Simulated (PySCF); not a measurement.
**SnHF3: geometry, NMR shifts and electronic excitations**

Wanted: the NMR shifts and electronic excitations of SnHF3 (`[H][Sn]([F])([F])[F]`), by calculation.

Computed with PySCF 2.14.0, with density-fitted response routines of our own, on a single molecule in the gas phase. Atoms count from 0, in the outputs and in this text.

## Step 1: The starting structure

5 atoms, charge 0, multiplicity 1; geometry from: GFN2-xTB.

Bonds of the start (Å): Sn0–H1 1.67, Sn0–F2 1.91, Sn0–F3 1.91, Sn0–F4 1.91.

## Step 2: Geometry optimisation at PBE0-D3(BJ)/def2-SVP

Job settings and geometry (Å):

```
{"job": {"xc": "PBE0", "basis": "def2-SVP", "d3": "d3bj", "grid": 1, "maxiter": 40, "kind": "geom"}, "charge": 0, "multiplicity": 1}
Sn     0.001160    -0.001910     0.158480
H      0.011060    -0.016900     1.830520
F      1.723270     0.009710    -0.674170
F     -0.872260     1.500970    -0.641300
F     -0.863220    -1.491870    -0.673520
```

**Question.** This job is followed by: GIAO PBE0/pcSseg-1 Sn:def2-TZVP NMR shielding, non-relativistic, gas phase; TDDFT wB97X-D/def2-SVPD, vertical, gas phase, core orbitals frozen in the response; GIAO wB97X-D/pcSseg-1 Sn:def2-TZVP NMR shielding, non-relativistic, gas phase. What will the session give for the following? point group; rotational constants (main isotopes); ¹H shifts against TMS (PBE0/def2-TZVP+pcSseg-1); ¹⁹F shifts against CFCl3 (PBE0/def2-TZVP+pcSseg-1, means over atoms taken as alike); lowest singlet (wB97X-D/def2-SVPD); brightest single state of those computed; lowest triplet; vertical ionisation energy (ΔSCF); vertical electron affinity (ΔSCF); range of the shift of F2.

As calculated:

```
                                                                           quantity                        value
                                                                        point group                          C3v
                                               rotational constants (main isotopes)         4.43, 4.42, 2.87 GHz
                                    ¹H shifts against TMS (PBE0/def2-TZVP+pcSseg-1)                     6.64 ppm
¹⁹F shifts against CFCl3 (PBE0/def2-TZVP+pcSseg-1, means over atoms taken as alike)                   -154.6 ppm
                                                 lowest singlet (wB97X-D/def2-SVPD)  7.65 eV (162 nm), f = 0.000
                                           brightest single state of those computed  state 2, 7.79 eV, f = 0.181
                                                                     lowest triplet                      6.47 eV
                                                  vertical ionisation energy (ΔSCF)                     13.80 eV
                                                  vertical electron affinity (ΔSCF)                      0.31 eV
                                                           range of the shift of F2         -154.6 to -152.8 ppm
```

The optimisation took 3 steps and gained 0.015 eV; among the close pairs (by a distance rule), Sn0–H1 changed most, from 1.672 to 1.691 Å. No frequency check was run at this level, so the end point may be a saddle. At PBE0/def2-TZVP+pcSseg-1: The widest tensor belongs to F2, F3, F4: span 179 ppm, with a paramagnetic part of -141 ppm. The first singlet state (HOMO−1→LUMO 0.94) lies at 7.65 eV and is dark; of the 10 states computed, the strongest absorption comes from states 7 to 9 together at 9.39 eV. The lowest triplet lies 1.18 eV below the lowest singlet (triplets in Tamm-Dancoff, singlets in full TDDFT). Spin-orbit coupling, left out, mixes singlets and triplets in elements this heavy. The orbital energy would give 13.13 eV for ionisation, ΔSCF gives 13.80 eV. In ppm, F2 (with its like atoms) moves most: its shift spreads over 1.9 ppm, from -154.6 (PBE0/def2-TZVP+pcSseg-1) to -152.8 (wB97X-D/def2-TZVP+pcSseg-1). Spin-orbit coupling is left out, which matters for shieldings and couplings at and beside the heavy atoms.
